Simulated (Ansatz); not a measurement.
# CH₅GaSi: basis-set convergence

The task here is to estimate one member of a computed series from the others.

Program: Ansatz 0.2.0, Gaussian basis. Level of theory: one geometry, several basis sets. These are calculated values, not measurements.

Plan: PBE0-D4/def2-SVP; ωB97M-V/def2-SVP; PBE0-D4/def2-QZVPP; ωB97M-V/def2-QZVPP; the functionals' def2-TZVPP values are taken from earlier runs.

## Structure used throughout

The geometry comes from an earlier relaxation with PBE0-D4 in a triple-zeta def2 set; it is a stationary point, not always the lowest conformer.

8 atoms, charge 0, spin multiplicity 1.

Atoms are counted from 1 here; the program's logs count them from 0.

Bond lengths: C1–Si2 1.856 Å, C1–Ga3 2.048 Å, C1–H4 1.098 Å, C1–H5 1.099 Å, Si2–H6 1.491 Å, Si2–H7 1.492 Å, Si2–H8 1.492 Å. Angles: Si2–C1–Ga3 115.4°, Si2–C1–H4 109.8°, Si2–C1–H5 109.8°, Ga3–C1–H4 107.2°, Ga3–C1–H5 107.0°, H4–C1–H5 107.3°, C1–Si2–H6 114.7°, C1–Si2–H7 110.2°, C1–Si2–H8 110.2°, H6–Si2–H7 107.2°, H6–Si2–H8 107.2°, H7–Si2–H8 107.1°.

Set-up of the first run:

File in.yaml:

```yaml
crystal:
  periodic: [false, false, false]
  atoms:
    - {symbol: C, position_ang: [-0.854566, -0.216698, -0.299195]}
    - {symbol: Si, position_ang: [0.825158, 0.395578, 0.199282]}
    - {symbol: Ga, position_ang: [-1.255921, -2.168610, 0.174726]}
    - {symbol: H, position_ang: [-0.980921, -0.114085, -1.385483]}
    - {symbol: H, position_ang: [-1.630767, 0.395775, 0.179481]}
    - {symbol: H, position_ang: [1.091911, 1.823807, -0.135465]}
    - {symbol: H, position_ang: [1.886250, -0.418863, -0.461465]}
    - {symbol: H, position_ang: [1.010956, 0.246094, 1.672220]}
basis:
  gaussian: {orbitals: def2-SVP}
hamiltonian: {xc: pbe0, dispersion: d4}
output: {orbitals: {seedname: orbitals}}
```

Run with:

```console
ansatz run in.yaml --threads 2 --pin off --events-out ev --progress --plain --max-ram 4352MiB
```

Among the steps run: PBE0-D4 in def2-SVP; ωB97M-V in def2-SVP; PBE0-D4 in def2-QZVPP; ωB97M-V in def2-QZVPP.

One table of the session follows, with a row left open; its other results are not shown here.

It belongs to the step «Functionals by basis». 

```
functional       basis  HOMO (eV)  LUMO (eV)
   PBE0-D4    def2-SVP      -5.90      -1.51
   PBE0-D4  def2-TZVPP      -5.91      -1.52
   PBE0-D4  def2-QZVPP      -5.94      -1.58
   ωB97M-V    def2-SVP      -7.93       0.23
   ωB97M-V  def2-TZVPP      -7.95       0.18
   ωB97M-V  def2-QZVPP          ?          ?
```

Q: Estimate the row for ωB97M-V, def2-QZVPP from the others.

**Answer.** HOMO (eV): -7.98; LUMO (eV): 0.01. In the column «HOMO (eV)» it is the lowest.
